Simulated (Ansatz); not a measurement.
Runs of Ansatz 0.2.0 on SiO. It takes space group Pm-3m (No. 221, cubic). Conventional cell: a = 2.807 Å, b = 2.807 Å, c = 2.807 Å, α = 90.00°, β = 90.00°, γ = 90.00°. Around Si (site symmetry m-3m) lie 8 O at 2.43 Å. O (site symmetry m-3m) is surrounded by 8 Si at 2.43 Å. The cell was built by a generator and needn't be a form met in nature.

```tsv
task	level	cell	smearing	points for each segment of the path	gap on the mesh (eV)	pressure (GPa)	relaxed volume (Å³/atom)
relaxation of cell and atoms	revPBE+D3(BJ)	relaxed	fermi-dirac 0.05 eV	-	none	0.0	10.74
band structure	PBE	as given	fermi-dirac 0.05 eV	14	none	0.1	-
single point	PBE	as given	gaussian 0.011 eV	-	none	0.1	-
relaxation of cell and atoms	revPBE+D4	relaxed	fermi-dirac 0.05 eV	-	none	0.0	(a)
```

Alike in all rows: potentials or basis Ansatz PAW; no spin polarisation; k mesh 9 × 9 × 9; cutoff (eV) 420.

Task: Estimate the missing entries.

Result: (a) 10.78.

Caveats: the plane-wave basis is chosen anew once the cell has moved, so the energies of steps on either side of that aren't comparable (some runs); pairwise dispersion overbinds metals, which lowers pressure and volume (some runs); the PAW data sets come from PBE, with cores solved anew for the run's functional, which leaves a small shift of forces and pressure (some runs).

A gap of «none» marks a metal or a gap under the smearing width.
